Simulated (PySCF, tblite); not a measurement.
**C5H3FNP3: geometry, infrared bands and NMR shifts**

Aim: predict the infrared bands and NMR shifts of C5H3FNP3 (`Cc1pc(F)pc(C#N)p1`).

The runs use tblite 0.8.0 and PySCF 2.14.0, with density-fitted response routines of our own; the level of theory stands in each step. All values are computed, except where a source is named. Atoms count from 0, in the outputs and in this text.

## (1) The molecule as given

13 atoms, charge 0, multiplicity 1; geometry from: force field or distance geometry start.

Bonds of the start (Å): C0–C1 1.48, C1–P2 1.73, P2–C3 1.74, C3–F4 1.34, C3–P5 1.75, P5–C6 1.74, C6–C7 1.44, C7–N8 1.16, C6–P9 1.74, P9–C1 1.75, C0–H10 1.13, C0–H11 1.13, C0–H12 1.12.

## (2) Relaxing the molecule with GFN2-xTB

Job settings and geometry (Å):

```
{"job": {"kind": "relax", "xc": "GFN2-xTB", "basis": "xTB"}, "charge": 0, "multiplicity": 1}
C     -2.511400    -0.485300    -0.161300
C     -1.130100     0.032600    -0.108700
P     -0.654300     1.689000    -0.229000
C      1.006500     2.205000    -0.156300
F      1.299000     3.512300    -0.251800
P      2.247500     0.988100     0.075600
C      1.826400    -0.694600     0.213000
C      2.817000    -1.720500     0.407100
N      3.625100    -2.544100     0.552100
P      0.151600    -1.141500     0.130200
H     -2.871600    -0.749300     0.872500
H     -2.572600    -1.381900    -0.844300
H     -3.237500     0.290600    -0.516600
```

Run with:

```sh
$ OMP_NUM_THREADS=1 python probes_run.py task.json out
```

This one command runs all jobs of the session in turn.

**Question.** This job is followed by: GFN2-xTB harmonic vibrations, gas phase; GIAO PBE0/pcSseg-1 NMR shielding, non-relativistic, gas phase. What will the session give for the following? strongest single infrared mode (GFN2-xTB); zero-point energy (GFN2-xTB); 13C shifts against TMS (PBE0/pcSseg-1); 1H shifts against TMS (PBE0/pcSseg-1, means over atoms taken as alike); 31P shifts against H3PO4 (PBE0/pcSseg-1); 19F shifts against CFCl3 (PBE0/pcSseg-1); 15N shifts against NH3 (PBE0/pcSseg-1).

As calculated:

| quantity | value |
| --- | --- |
| strongest single infrared mode (GFN2-xTB) | 2335 cm⁻¹, 256 km/mol |
| zero-point energy (GFN2-xTB) | 42.6 kcal/mol |
| 13C shifts against TMS (PBE0/pcSseg-1) | 255.0, 220.7, 176.5, 125.4, 31.8 ppm |
| 1H shifts against TMS (PBE0/pcSseg-1, means over atoms taken as alike) | 3.59 ppm |
| 31P shifts against H3PO4 (PBE0/pcSseg-1) | 302.2, 239.6, 224.0 ppm |
| 19F shifts against CFCl3 (PBE0/pcSseg-1) | -40.4 ppm |
| 15N shifts against NH3 (PBE0/pcSseg-1) | 349.6 ppm |

In words: Relaxing lowered the energy by 1.824 eV in 36 steps; the close pair that moved most is C0–H11, from 1.129 to 1.090 Å. The lowest mode is imaginary (32i cm⁻¹), so the xTB geometry is not a minimum. The strongest single mode, at 2335 cm⁻¹, moves mainly C7 and N8. Unscaled tight-binding wavenumbers are off by several per cent, some by more. Its intensities can rank the bands wrongly. NICS(1)zz of -22 ppm above the planar ring from C1 marks a diatropic (aromatic) ring current.
